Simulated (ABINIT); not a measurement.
Input of an ABINIT 10.8.3 (patched build) run:

Contents of run.abi:

```
# Pseudopotentials
pp_dirpath "./"
pseudos "Si.upf, N.upf"

# Structure
acell 7.0051765323 7.0051765323 7.0051765323
rprim
    -0.5443552510     0.5443552510     0.6382434656
     0.5443552510    -0.5443552510     0.6382434656
     0.5443552510     0.5443552510    -0.6382434656
ntypat 2
znucl 14 7
natom 3
typat 1 1 2
xred
     0.7500000000     0.2500000000     0.5000000000
     0.2500000000     0.7500000000     0.5000000000
     0.0000000000     0.0000000000     0.0000000000
chkprim 0
chksymtnons 0
tolsym 1.0e-6

# Plane-wave basis
ecut 1142.878222 eV

# k points
kptopt 1
ngkpt 7 7 7
nshiftk 1
shiftk 0.0 0.0 0.0

# Exchange and correlation
ixc 11
vdw_xc 7

# Bands and occupations
nband 11
occopt 3
tsmear 0.00183747

# SCF cycle
nstep 100
tolvrs 1.0e-10

# Output
iomode 3
prtwf 0
prteig 0
prtebands 0
prtden 1
prtvha 1
prtvclmb 1
prtpot 1
prtelf 1
```

Potentials or basis: PseudoDojo NC SR PBE v0.4.1 standard.

The run is started by

```console
$ mpirun --bind-to none -np 4 abinit run.abi > log 2>&1
```

(1) What does it give for the pressure?

(2) Predict the band gap on the k mesh.

Answers

(1) -1.2 GPa.

(2) none (metal or under the smearing width).

Caveat: pairwise dispersion overbinds metals, which lowers pressure and volume.
